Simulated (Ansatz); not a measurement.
# CHClNOSb: the cost of one run

The runs use Ansatz 0.2.0; RKS PBE0-D4/def2-SVP.

### 1 The starting structure

SMILES `[Cl][Sb]1[N]=C[O]1`, 6 atoms, charge 0, spin multiplicity 1.

Atoms are counted from 1 here; the program's logs count them from 0.

Bond lengths: Cl1–Sb2 2.376 Å, Sb2–N3 2.127 Å, Sb2–O5 2.151 Å, N3–C4 1.302 Å, C4–O5 1.352 Å, C4–H6 1.114 Å. Angles: Cl1–Sb2–N3 100.9°, Cl1–Sb2–O5 98.8°, N3–Sb2–O5 65.5°, Sb2–N3–C4 87.5°, N3–C4–O5 121.5°, N3–C4–H6 123.3°, O5–C4–H6 115.2°, Sb2–O5–C4 85.3°.

Coordinates:

```mol
CHClNOSb
  3D, bonds by distance, orders not assigned

  6  7  0  0  0  0  0  0  0  0999 V2000
   -1.0121   -2.5510   -0.6554 Cl  0  0
    0.4116   -1.2963    0.7740 Sb  0  0
   -0.6552    0.5397    0.8954 N   0  0
    0.1336    0.9940   -0.0351 C   0  0
    1.0511    0.2007   -0.6313 O   0  0
    0.1131    2.0489   -0.3937 H   0  0
  1  2  8  0
  2  3  8  0
  2  4  8  0
  2  5  8  0
  3  4  8  0
  4  5  8  0
  4  6  8  0
M  END
```

This geometry comes from a loose relaxation at PBE in a small basis, which is not shown.

### 4 The grid

First coordinate, normal mode 4 (405 cm⁻¹): 11 values from −1.212 amu½·Å. Second coordinate, normal mode 8 (1012 cm⁻¹): 11 values from −0.565 amu½·Å.

Nothing else is relaxed (straight displacements along the two mass-weighted modes). Energies count from the relaxed molecule at the same level. Points are written as (first, second).

Displacement patterns for an amplitude of 1 (Å):

| atom | x1 | y1 | z1 | x2 | y2 | z2 |
| --- | --- | --- | --- | --- | --- | --- |
| Cl1 | -0.047 | -0.025 | -0.047 | 0.000 | -0.001 | 0.000 |
| Sb2 | 0.021 | 0.030 | 0.012 | -0.001 | 0.000 | -0.001 |
| N3 | -0.076 | -0.069 | -0.047 | -0.033 | -0.011 | -0.027 |
| C4 | 0.057 | -0.025 | 0.082 | 0.114 | 0.042 | 0.119 |
| O5 | -0.049 | -0.095 | -0.021 | -0.020 | -0.010 | -0.028 |
| H6 | 0.265 | 0.039 | 0.257 | -0.520 | -0.205 | -0.537 |

(The set-up runs are not shown.)

### 5 Point (0.242 amu½·Å, 0.226 amu½·Å)

The input, input.yaml:

```yaml
crystal:
  periodic: [false, false, false]
  atoms:
    - { symbol: Cl, position_ang: [-1.012343, -2.509395, -0.667262] }
    - { symbol: Sb, position_ang: [0.418267, -1.27059, 0.773579] }
    - { symbol: "N", position_ang: [-0.665223, 0.506045, 0.871235] }
    - { symbol: C, position_ang: [0.169538, 0.984724, 0.010197] }
    - { symbol: O, position_ang: [1.020467, 0.160787, -0.624336] }
    - { symbol: H, position_ang: [0.048821, 1.987515, -0.459276] }
basis:
  gaussian: { orbitals: def2-SVP }
hamiltonian:
  xc: pbe0
  dispersion: d4
output:
  forces: true
```

The run is started by

```bash
$ ansatz run input.yaml --threads 1 --pin off --max-ram 2560MiB --backend cpu --events-out ev --progress --plain --runs-dir out
```

**Question.** How long does this run take on 1 thread of Arm Neoverse V1, shared host, and how much memory does it need?

About 4.5 s, with a peak of 0.18 GiB.
